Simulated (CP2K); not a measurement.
Runs of CP2K 2026.2 on NbCu. Symmetry: Fm-3m, No. 225, cubic system. The conventional cell has a = 5.124 Å, b = 5.124 Å, c = 5.124 Å, α = 90.00°, β = 90.00°, γ = 90.00°. Nb (site symmetry m-3m) has 6 Cu at 2.56 Å as nearest neighbours. Around Cu (site symmetry m-3m) lie 6 Nb at 2.56 Å. The cell was built by a generator and needn't be a form met in nature.

```tsv
level	potentials or basis	smearing	EPS_DEFAULT	NGRIDS	points a segment of the path (NPOINTS)	bands added on the path	CUTOFF of the grids	gap on the mesh (eV)	pressure (GPa)
PBEsol	POTENTIAL_UZH Nb GTH-PBE-q13, Cu GTH-PBE-q11; TZVP-MOLOPT-PBE-GTH basis	fermi-dirac 0.05 eV	1.0E-10	5	8	4	450 Ry	none	-4.3
LDA	GTH_POTENTIALS Nb GTH-PADE-q13, Cu GTH-PADE-q11; TZVP-MOLOPT-PBE-GTH basis	fermi-dirac 0.01 eV	1.0E-9	5	6	4	450 Ry	none	(a)
PBE	POTENTIAL_UZH Nb GTH-PBE-q13, Cu GTH-PBE-q11; TZVP-MOLOPT-PBE-GTH basis	fermi-dirac 0.0259 eV	1.0E-9	4	6	6	450 Ry	none	1.3
PBE	POTENTIAL_UZH Nb GTH-PBE-q13, Cu GTH-PBE-q11; TZVP-MOLOPT-PBE-GTH basis	fermi-dirac 0.1 eV	1.0E-9	4	6	4	450 Ry	none	(b)
r2SCAN	POTENTIAL_UZH Nb GTH-SCAN-q13, Cu GTH-SCAN-q11; TZVP-MOLOPT-SCAN-GTH basis	fermi-dirac 0.01 eV	1.0E-9	4	8	6	675 Ry	none	-3.1
```

Alike in all rows: task band structure; no spin polarisation; cell as given; k mesh 9 × 9 × 9.

Question: Fill in the values left out.

Answer: (a) -8.9; (b) 1.5.

Caveats: the basis of atomic orbitals isn't converged, which shifts pressures, moduli and gaps; the potentials were made for another functional, which shifts forces and pressure (some runs).

A k mesh can miss the band edges, and the runs leave out spin-orbit coupling on Nb.

A gap of «none» marks a metal or a gap under the smearing width.
